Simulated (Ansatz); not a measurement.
# The pair F···BrH, charge −1: a pair, distance and slip

A grid of calculations on the pair F···BrH, charge −1, to see where the energy is lowest and how it rises around there.

Program: Ansatz 0.2.0. Level of theory: RKS PBE0-D4/def2-TZVPD. These are calculated values, not measurements.

## 1. The starting structure

3 atoms, charge -1, spin multiplicity 1.

Atoms are counted from 1 here; the program's logs count them from 0.

Bond lengths: Br2–H3 1.504 Å.

Coordinates:

```tsv
atom	x (Å)	y (Å)	z (Å)
F1	0.0150	0.3905	-2.0421
Br2	-0.0021	-0.0542	0.2822
H3	-0.0129	-0.3364	1.7599
```

## 2. Relaxing the molecule

input.yaml

```yaml
crystal:
  periodic: [false, false, false]
  atoms:
    - { symbol: F, position_ang: [0.014961, 0.390517, -2.042129] }
    - { symbol: Br, position_ang: [-0.002077, -0.054162, 0.282188] }
    - { symbol: H, position_ang: [-0.012883, -0.336356, 1.759941] }
total_charge: -1
basis:
  gaussian: { orbitals: def2-TZVPD }
hamiltonian:
  xc: pbe0
  dispersion: d4
output:
  forces: true
relax:
  f_tol: 0.003
  max_steps: 120
```

Launch:

```console
> ansatz run input.yaml --threads 1 --pin off --max-ram 2560MiB --backend cpu --events-out ev --progress --plain --runs-dir out
```

Output, shortened:

```text
Warning: RAYON_NUM_THREADS=1 ignored (pool sized by the plan → 1); use --threads N
[...]
Functional definition: PBE0
[...]
720 factors; their error is unknown
[...]
mean field -72770.78924197 eV, -2674.2771788298 hartree, gradient 5.3e-5 eV, S^2 0.000000; 0 other end points of the search recorded, 0 dependent functions left out
[...]
reference -72770.78927965 eV, -2674.2771802145 hartree; 23, 23 occupied and 83, 83 virtual orbitals, 720 factors
relax step   1: F+E_penalty+E_count = -72770.81293310 eV  Δ(F+E_penalty+E_count) = +0.000e0 eV  max|allowed force component| = 5.932e-1 eV/Å  Δτ_max = 0.0000 Å  (26 SCF iters, accepted)
[...]
relax step   3: F+E_penalty+E_count = -72770.82346344 eV  Δ(F+E_penalty+E_count) = -4.236e-4 eV  max|allowed force component| = 3.032e-2 eV/Å  Δτ_max = 0.0034 Å  (32 SCF iters, accepted)
[...]
relax step   4: F+E_penalty+E_count = -72770.82354453 eV  Δ(F+E_penalty+E_count) = -8.109e-5 eV  max|allowed force component| = 2.782e-3 eV/Å  Δτ_max = 0.0040 Å  (33 SCF iters, accepted)
720 factors; their error is unknown
mean field -72770.79985635 eV, -2674.2775689012 hartree, gradient 2.2e-5 eV, S^2 0.000000; 1 other end points of the search recorded, 0 dependent functions left out
[...]
reference -72770.79989405 eV, -2674.2775702867 hartree; 23, 23 occupied and 83, 83 virtual orbitals, 720 factors
Total energy: -72770.82358223 eV, -2674.2784408112 hartree
Atom 0 at     0.014844     0.387487    -2.026803 Å, force     0.000024     0.000601    -0.002782 eV/Å
Atom 1 at    -0.002129    -0.055589     0.290982 Å, force    -0.000015    -0.000346     0.000863 eV/Å
Atom 2 at    -0.012714    -0.331899     1.735821 Å, force    -0.000008    -0.000255     0.001919 eV/Å
Dipole moment:    -0.009170    -0.239389     1.252223 e Å
```

Wall time 10 s (1 thread of Arm Neoverse V2, shared host); peak memory 0.17 GiB.

Energy and force along the way:

```tsv
step	energy from step 1 (eV)	largest force component (eV/Å)
1	0.0000	0.5932
2	-0.0101	0.1269
3	-0.0105	0.0303
4	-0.0106	0.0028
```

The bond:

```tsv
bond	before (Å)	after (Å)	change (Å)
Br2–H3	1.504	1.471	-0.033
```

## 3. The part HBr alone

input.yaml

```yaml
crystal:
  periodic: [false, false, false]
  atoms:
    - { symbol: Br, position_ang: [-0.002129, -0.055589, 0.290982] }
    - { symbol: H, position_ang: [-0.012714, -0.331899, 1.735821] }
basis:
  gaussian: { orbitals: def2-TZVPD }
hamiltonian:
  xc: pbe0
  dispersion: d4
output:
  forces: true
```

Launch:

```console
> ansatz run input.yaml --threads 1 --pin off --max-ram 2560MiB --backend cpu --events-out ev --progress --plain --runs-dir out
```

Output, shortened:

```text
Warning: RAYON_NUM_THREADS=1 ignored (pool sized by the plan → 1); use --threads N
[...]
[... 1 set-up line as earlier in the session ...]
[...]
523 factors; their error is unknown
[...]
mean field -70054.56981750 eV, -2574.4579561004 hartree, gradient 1.2e-5 eV, S^2 0.000000; 0 other end points of the search recorded, 0 dependent functions left out
[...]
reference -70054.56984403 eV, -2574.4579570751 hartree; 18, 18 occupied and 48, 48 virtual orbitals, 523 factors
Total energy: -70054.57537988 eV, -2574.4581605141 hartree
Atom 0 at    -0.002129    -0.055589     0.290982 Å, force    -0.008354    -0.218068     1.140286 eV/Å
Atom 1 at    -0.012714    -0.331899     1.735821 Å, force     0.008354     0.218068    -1.140286 eV/Å
Dipole moment:    -0.001356    -0.035405     0.185137 e Å
```

Wall time 0.79 s (1 thread of Arm Neoverse V2, shared host); peak memory 0.099 GiB.

## 4. The part F− alone

input.yaml

```yaml
crystal:
  periodic: [false, false, false]
  atoms:
    - { symbol: F, position_ang: [0.014844, 0.387487, -2.026803] }
total_charge: -1
basis:
  gaussian: { orbitals: def2-TZVPD }
hamiltonian:
  xc: pbe0
```

Launch:

```console
> ansatz run input.yaml --threads 1 --pin off --max-ram 2560MiB --backend cpu --events-out ev --progress --plain --runs-dir out
```

Output:

```text
Warning: RAYON_NUM_THREADS=1 ignored (pool sized by the plan → 1); use --threads N
Engine: ansatz 0.2.0, aarch64-unknown-linux-gnu
[... 1 set-up line as earlier in the session ...]
  parameter a = 0.25
  parameter kappa = 0.804
  parameter beta = 0.06672455060314922
  exchange = (1 - a)*pbe_x(kappa = kappa, mu = beta*pi^2/3) + a*exact_x
  correlation = pbe_c(beta = beta)
197 factors; their error is unknown
mean field evaluation 1: about -2667.0101 eV, gradient 1.6e2 eV
mean field evaluation 2: about -2658.9741 eV, gradient 2.2e2 eV
mean field evaluation 4: about -2715.5822 eV, gradient 1.3e0 eV
mean field evaluation 8: about -2715.5963 eV, gradient 3.0e-2 eV
mean field -2715.59628448 eV, -99.7963227574 hartree, gradient 3.1e-6 eV, S^2 0.000000; 0 other end points of the search recorded, 0 dependent functions left out
reference -2715.59630525 eV, -99.7963235207 hartree; 5, 5 occupied and 35, 35 virtual orbitals, 197 factors
Total energy: -2715.59630525 eV, -99.7963235207 hartree
```

Wall time 0.14 s (1 thread of Arm Neoverse V2, shared host); peak memory 0.061 GiB.

## 5. Setting up the map

First coordinate, separation of Br2 and F1 along their line in the relaxed pair: 15 values from 1.982 to 3.982 Å. Second coordinate, sideways slip of F1: 15 values from −1.500 Å.

Nothing else is relaxed (both partners rigid). Energies count from the ion and the molecule far apart, frozen as in the relaxed pair, each in its own basis (no counterpoise correction). Points are written as (first, second).

Of the runs on the grid, 2 are shown in the steps below; the others differ only in the two coordinates.

## 6. Point (2.328 Å, 0.000 Å)

input.yaml

```yaml
crystal:
  periodic: [false, false, false]
  atoms:
    - { symbol: F, position_ang: [0.014615, 0.381513, -1.995554] }
    - { symbol: Br, position_ang: [-0.002129, -0.055589, 0.290982] }
    - { symbol: H, position_ang: [-0.012714, -0.331899, 1.735821] }
total_charge: -1
basis:
  gaussian: { orbitals: def2-TZVPD }
hamiltonian:
  xc: pbe0
  dispersion: d4
output:
  forces: true
```

Launch:

```console
> ansatz run input.yaml --threads 1 --pin off --max-ram 2560MiB --backend cpu --events-out ev --progress --plain --runs-dir out
```

Output, shortened:

```text
Warning: RAYON_NUM_THREADS=1 ignored (pool sized by the plan → 1); use --threads N
[...]
[... 1 set-up line as earlier in the session ...]
[...]
720 factors; their error is unknown
[...]
mean field -72770.79813872 eV, -2674.2775057795 hartree, gradient 4.8e-5 eV, S^2 0.000000; 0 other end points of the search recorded, 0 dependent functions left out
[...]
reference -72770.79817638 eV, -2674.2775071634 hartree; 23, 23 occupied and 83, 83 virtual orbitals, 720 factors
Total energy: -72770.82193737 eV, -2674.2783803636 hartree
Atom 0 at     0.014615     0.381513    -1.995554 Å, force     0.000744     0.019407    -0.101136 eV/Å
Atom 1 at    -0.002129    -0.055589     0.290982 Å, force    -0.000303    -0.007885     0.040279 eV/Å
Atom 2 at    -0.012714    -0.331899     1.735821 Å, force    -0.000441    -0.011522     0.060858 eV/Å
Dipole moment:    -0.008820    -0.230257     1.204457 e Å
```

Run time: 1.9 s. Hardware: 1 thread of Arm Neoverse V2, shared host; peak memory 0.16 GiB.

Energy on the map's scale: −62.7 kJ/mol.

## 7. Grid point (2.032 Å, −0.429 Å)

Changes to input.yaml since step 6:

```diff
@@ -3,3 +3,3 @@
   atoms:
-    - { symbol: F, position_ang: [0.014615, 0.381513, -1.995554] }
+    - { symbol: F, position_ang: [-0.00892, -0.09488, -1.785427] }
     - { symbol: Br, position_ang: [-0.002129, -0.055589, 0.290982] }
```

Launch:

```console
> ansatz run input.yaml --threads 1 --pin off --max-ram 2560MiB --backend cpu --events-out ev --progress --plain --runs-dir out
```

Output, shortened:

```text
Warning: RAYON_NUM_THREADS=1 ignored (pool sized by the plan → 1); use --threads N
[...]
[... 1 set-up line as earlier in the session ...]
[...]
720 factors; their error is unknown
[...]
mean field -72770.54148601 eV, -2674.2680739663 hartree, gradient 7.6e-6 eV, S^2 0.000000; 0 other end points of the search recorded, 0 dependent functions left out
[...]
reference -72770.54152297 eV, -2674.2680753244 hartree; 23, 23 occupied and 83, 83 virtual orbitals, 720 factors
Total energy: -72770.56596712 eV, -2674.2689736304 hartree
Atom 0 at    -0.008920    -0.094880    -1.785427 Å, force     0.010893     0.295616    -1.732283 eV/Å
Atom 1 at    -0.002129    -0.055589     0.290982 Å, force    -0.029364    -0.628561     1.005457 eV/Å
Atom 2 at    -0.012714    -0.331899     1.735821 Å, force     0.018471     0.332946     0.726826 eV/Å
Dipole moment:     0.002074     0.004136     0.805479 e Å
```

It took 1.9 s on 1 thread of Arm Neoverse V2, shared host; peak memory 0.16 GiB.

On the map this point reads −38.0 kJ/mol.

## 8. All points together

120 points were computed, 105 more follow by symmetry. Energies in kJ/mol, from the ion and the molecule far apart, frozen as in the relaxed pair, each in its own basis (no counterpoise correction):

| sideways slip of F1 (Å) ↓, separation of Br2 and F1 along their line in the relaxed pair (Å) → | 1.982 | 2.032 | 2.113 | 2.214 | 2.328 | 2.455 | 2.593 | 2.740 | 2.896 | 3.060 | 3.231 | 3.409 | 3.594 | 3.785 | 3.982 |
| --- | --- | --- | --- | --- | --- | --- | --- | --- | --- | --- | --- | --- | --- | --- | --- |
| 1.500 | −29.0 | −30.7 | −32.4 | −33.3 | −33.0 | −31.6 | −29.3 | −26.4 | −23.3 | −20.1 | −17.1 | −14.3 | −11.7 | −9.5 | −7.6 |
| 1.286 | −31.4 | −34.2 | −37.2 | −38.9 | −39.0 | −37.5 | −34.8 | −31.3 | −27.5 | −23.6 | −20.0 | −16.6 | −13.6 | −11.0 | −8.7 |
| 1.071 | −32.5 | −36.8 | −41.4 | −44.4 | −45.0 | −43.5 | −40.4 | −36.3 | −31.7 | −27.1 | −22.8 | −18.8 | −15.4 | −12.4 | −9.8 |
| 0.857 | −32.3 | −38.2 | −44.9 | −49.4 | −50.7 | −49.2 | −45.7 | −41.0 | −35.7 | −30.4 | −25.4 | −20.9 | −17.0 | −13.6 | −10.8 |
| 0.643 | −30.7 | −38.5 | −47.5 | −53.5 | −55.6 | −54.3 | −50.5 | −45.2 | −39.3 | −33.3 | −27.7 | −22.7 | −18.4 | −14.7 | −11.6 |
| 0.429 | −28.4 | −38.0 | −49.0 | −56.6 | −59.5 | −58.4 | −54.3 | −48.5 | −42.0 | −35.6 | −29.5 | −24.1 | −19.5 | −15.5 | −12.2 |
| 0.214 | −26.3 | −37.3 | −49.8 | −58.5 | −61.9 | −60.9 | −56.7 | −50.7 | −43.8 | −37.0 | −30.7 | −25.0 | −20.2 | −16.1 | −12.6 |
| 0.000 | −25.5 | −37.0 | −50.1 | −59.1 | −62.7 | −61.8 | −57.6 | −51.4 | −44.5 | −37.5 | −31.1 | −25.3 | −20.4 | −16.2 | −12.8 |
| −0.214 | −26.3 | −37.3 | −49.8 | −58.5 | −61.9 | −60.9 | −56.7 | −50.7 | −43.8 | −37.0 | −30.7 | −25.0 | −20.2 | −16.1 | −12.6 |
| −0.429 | −28.4 | −38.0 | −49.0 | −56.6 | −59.5 | −58.4 | −54.3 | −48.5 | −42.0 | −35.6 | −29.5 | −24.1 | −19.5 | −15.5 | −12.2 |
| −0.643 | −30.7 | −38.5 | −47.5 | −53.5 | −55.6 | −54.3 | −50.5 | −45.2 | −39.3 | −33.3 | −27.7 | −22.7 | −18.4 | −14.7 | −11.6 |
| −0.857 | −32.3 | −38.2 | −44.9 | −49.4 | −50.7 | −49.2 | −45.7 | −41.0 | −35.7 | −30.4 | −25.4 | −20.9 | −17.0 | −13.6 | −10.8 |
| −1.071 | −32.5 | −36.8 | −41.4 | −44.4 | −45.0 | −43.5 | −40.4 | −36.3 | −31.7 | −27.1 | −22.8 | −18.8 | −15.4 | −12.4 | −9.8 |
| −1.286 | −31.4 | −34.2 | −37.2 | −38.9 | −39.0 | −37.5 | −34.8 | −31.3 | −27.5 | −23.6 | −20.0 | −16.6 | −13.6 | −11.0 | −8.7 |
| −1.500 | −29.0 | −30.7 | −32.4 | −33.3 | −33.0 | −31.6 | −29.3 | −26.4 | −23.3 | −20.1 | −17.1 | −14.3 | −11.7 | −9.5 | −7.6 |

The largest force on an atom (eV/Å) at each point:

| sideways slip of F1 (Å) ↓, separation of Br2 and F1 along their line in the relaxed pair (Å) → | 1.982 | 2.032 | 2.113 | 2.214 | 2.328 | 2.455 | 2.593 | 2.740 | 2.896 | 3.060 | 3.231 | 3.409 | 3.594 | 3.785 | 3.982 |
| --- | --- | --- | --- | --- | --- | --- | --- | --- | --- | --- | --- | --- | --- | --- | --- |
| 1.500 | 1.11 | 1.07 | 1.01 | 0.95 | 0.89 | 0.84 | 0.85 | 0.89 | 0.94 | 0.98 | 1.01 | 1.04 | 1.06 | 1.08 | 1.10 |
| 1.286 | 1.15 | 1.09 | 1.00 | 0.92 | 0.85 | 0.78 | 0.78 | 0.83 | 0.89 | 0.94 | 0.98 | 1.02 | 1.05 | 1.07 | 1.09 |
| 1.071 | 1.20 | 1.10 | 0.98 | 0.88 | 0.79 | 0.71 | 0.69 | 0.76 | 0.83 | 0.89 | 0.95 | 0.99 | 1.03 | 1.06 | 1.08 |
| 0.857 | 1.40 | 1.11 | 0.94 | 0.81 | 0.71 | 0.63 | 0.61 | 0.69 | 0.78 | 0.85 | 0.92 | 0.97 | 1.01 | 1.05 | 1.07 |
| 0.643 | 1.85 | 1.43 | 0.89 | 0.69 | 0.59 | 0.51 | 0.52 | 0.63 | 0.73 | 0.82 | 0.89 | 0.95 | 1.00 | 1.04 | 1.06 |
| 0.429 | 2.28 | 1.76 | 1.09 | 0.54 | 0.43 | 0.37 | 0.44 | 0.57 | 0.69 | 0.79 | 0.87 | 0.93 | 0.99 | 1.03 | 1.06 |
| 0.214 | 2.60 | 2.00 | 1.24 | 0.58 | 0.23 | 0.24 | 0.40 | 0.53 | 0.66 | 0.77 | 0.85 | 0.92 | 0.98 | 1.02 | 1.06 |
| 0.000 | 2.71 | 2.09 | 1.30 | 0.60 | 0.10 | 0.22 | 0.39 | 0.52 | 0.65 | 0.76 | 0.85 | 0.92 | 0.98 | 1.02 | 1.05 |
| −0.214 | 2.60 | 2.00 | 1.24 | 0.58 | 0.23 | 0.24 | 0.40 | 0.53 | 0.66 | 0.77 | 0.85 | 0.92 | 0.98 | 1.02 | 1.06 |
| −0.429 | 2.28 | 1.76 | 1.09 | 0.54 | 0.43 | 0.37 | 0.44 | 0.57 | 0.69 | 0.79 | 0.87 | 0.93 | 0.99 | 1.03 | 1.06 |
| −0.643 | 1.85 | 1.43 | 0.89 | 0.69 | 0.59 | 0.51 | 0.52 | 0.63 | 0.73 | 0.82 | 0.89 | 0.95 | 1.00 | 1.04 | 1.06 |
| −0.857 | 1.40 | 1.11 | 0.94 | 0.81 | 0.71 | 0.63 | 0.61 | 0.69 | 0.78 | 0.85 | 0.92 | 0.97 | 1.01 | 1.05 | 1.07 |
| −1.071 | 1.20 | 1.10 | 0.98 | 0.88 | 0.79 | 0.71 | 0.69 | 0.76 | 0.83 | 0.89 | 0.95 | 0.99 | 1.03 | 1.06 | 1.08 |
| −1.286 | 1.15 | 1.09 | 1.00 | 0.92 | 0.85 | 0.78 | 0.78 | 0.83 | 0.89 | 0.94 | 0.98 | 1.02 | 1.05 | 1.07 | 1.09 |
| −1.500 | 1.11 | 1.07 | 1.01 | 0.95 | 0.89 | 0.84 | 0.85 | 0.89 | 0.94 | 0.98 | 1.01 | 1.04 | 1.06 | 1.08 | 1.10 |

## 9. Results

| quantity | value |
| --- | --- |
| lowest point | (2.328 Å, 0.000 Å), −62.7 kJ/mol |
| highest computed point | (3.982 Å, −1.500 Å), 55.2 kJ/mol above the lowest |
| largest force on an atom (eV/Å) | 0.10 at (2.328 Å, 0.000 Å) to 2.71 at (1.982 Å, 0.000 Å); 0.10 at the lowest point |
| time for the whole task | 3.9 min on 1 thread, shared host |

What this shows: The lowest computed point is at (2.328 Å, 0.000 Å), −62.7 kJ/mol from the ion and the molecule far apart, frozen as in the relaxed pair, each in its own basis (no counterpoise correction). It is the only kind of minimum in the scanned range. The highest computed point, (3.982 Å, −1.500 Å), lies 55.2 kJ/mol above the lowest. Round the minimum the two coordinates are nearly uncoupled. Without a counterpoise correction the wells come out somewhat too deep.
